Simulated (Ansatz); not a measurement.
This script for the Python package of Ansatz (0.2.0) starts 2 runs on HfBRh3, space group Pm-3m. What input does the engine get in each?

The script, `run_defect.py`:
```python
"""Point defect (substitution) in HfBRh3."""

import warnings

import ansatz as az
import numpy as np


def main() -> None:
    warnings.simplefilter("ignore", az.DeckWarning)

    cell = (
        az.Lattice.of([4.09526278, 0.0, 0.0], [0.0, 4.09526278, 0.0], [0.0, 0.0, 4.09526278])
        .atom("Hf", [0.0, 0.0, 0.0])
        .atom("B", [0.5, 0.5, 0.5])
        .atom("Rh", [0.0, 0.5, 0.5])
        .atom("Rh", [0.5, 0.5, 0.0])
        .atom("Rh", [0.5, 0.0, 0.5])
    )
    host = cell.supercell(2, 2, 1)
    defective = host.substitution("Ir", at=[0.5, 0.0, 0.5], replaces="Rh")

    def settled(structure):
        return (
            structure.calculation()
            .functional("pbesol")
            .kpoints(mesh=(2, 2, 3))
            .occupations("Fermi-Dirac", width=50 * az.meV)
            .band_table()
        )


    perfect = settled(host).run().report
    job = settled(defective)
    job = job.relax(force_tolerance=0.05, max_steps=40)
    outcome = job.run()
    data = outcome.report

    n_host, n_defect = len(perfect["lattice"]["sites"]), len(data["lattice"]["sites"])
    print(f"perfect cell: {n_host} atoms, F = {perfect['free_energy_ev']:.4f} eV")
    print(f"defect cell:  {n_defect} atoms, F = {data['free_energy_ev']:.4f} eV")
    # chemical potentials are still to be added to this difference
    print(f"difference {data['free_energy_ev'] - perfect['free_energy_ev']:.4f} eV (no chemical potentials)")

    for site in outcome.lattice.sites:
        print(f"{site.symbol:2s}", " ".join(f"{v:8.4f}" for v in site.position_ang))

    start = np.array([site.position for site in defective.resolved().sites])
    step = np.array([site.position_frac for site in outcome.lattice.sites]) - start
    moved = np.linalg.norm((step - np.round(step)) @ outcome.lattice.cell_ang, axis=1)
    print("relaxation by atom (A):", " ".join(f"{site.symbol}:{d:.3f}" for site, d in zip(outcome.lattice.sites, moved)))


if __name__ == "__main__":
    main()
```

Run 1:
```yaml
crystal:
  lattice:
    - [4.09526278, 0.0, 0.0]
    - [0.0, 4.09526278, 0.0]
    - [0.0, 0.0, 4.09526278]
  atoms:
    - { symbol: Hf, position: [0.0, 0.0, 0.0] }
    - { symbol: B, position: [0.5, 0.5, 0.5] }
    - { symbol: Rh, position: [0.0, 0.5, 0.5] }
    - { symbol: Rh, position: [0.5, 0.5, 0.0] }
    - { symbol: Rh, position: [0.5, 0.0, 0.5] }
  supercell: [2, 2, 1]
kpoints:
  mp_grid:
    grid: [2, 2, 3]
hamiltonian:
  xc: pbesol
scf:
  occupations:
    method: fermi_dirac
    width: 0.05
output:
  eigenvalues: true
```

Run 2, against run 1:
```diff
+  defects:
+    - { substitution: { at: 4, symbol: Ir } }
+relax:
+  f_tol: 0.05
+  max_steps: 40
```

Running `python run_defect.py` prints:
```text
perfect cell: 20 atoms, F = -139083.2805 eV
defect cell:  20 atoms, F = -144543.3400 eV
difference -5460.0595 eV (no chemical potentials)
Hf  -0.0107   0.0000   0.0000
B    2.0476   2.0647   2.0476
Rh  -0.0031   2.0415   2.0476
Rh   2.0476   2.0269   0.0000
Ir   2.0476   0.0000   2.0476
Hf  -0.0050   4.0953   0.0000
B    2.0476   6.1258   2.0476
Rh  -0.0031   6.1490   2.0476
Rh   2.0476   6.1636   0.0000
Rh   2.0476   4.0953   2.0476
Hf   4.1060   0.0000   0.0000
B    6.1429   2.0463   2.0476
Rh   4.0983   2.0415   2.0476
Rh   6.1429   2.0534   0.0000
Rh   6.1429   0.0000   2.0476
Hf   4.1003   4.0953   0.0000
B    6.1429   6.1442   2.0476
Rh   4.0983   6.1490   2.0476
Rh   6.1429   6.1371   0.0000
Rh   6.1429   4.0953   2.0476
relaxation by atom (A): Hf:0.011 B:0.017 Rh:0.007 Rh:0.021 Ir:0.000 Hf:0.005 B:0.017 Rh:0.007 Rh:0.021 Rh:0.000 Hf:0.011 B:0.001 Rh:0.007 Rh:0.006 Rh:0.000 Hf:0.005 B:0.001 Rh:0.007 Rh:0.006 Rh:0.000
```

Notes:
- Absolute energies stand on the zero of these potentials, so only differences at equal settings mean something. A total without «per atom» is that of the whole cell that was run.
- The relaxation stopped at 0.050 eV/Å, so the energy gained is a lower bound and displacements are uncertain.
- The difference holds no chemical potentials.
- Spin-orbit coupling, which matters for elements this heavy, is left out.
- This cell is a computed structure, which may not be the phase found in nature.
- The supercell is small, so the defect meets its images and the energies aren't those of an isolated defect; a partly filled defect level may also lower its energy by spin or distortion. For a charged cell the difference holds no correction, alignment or term for the electrons' reservoir.
- Wall time of the script: 2.4 min on 1 thread of Arm Neoverse V2, on a shared host, peak memory 0.95 GiB.
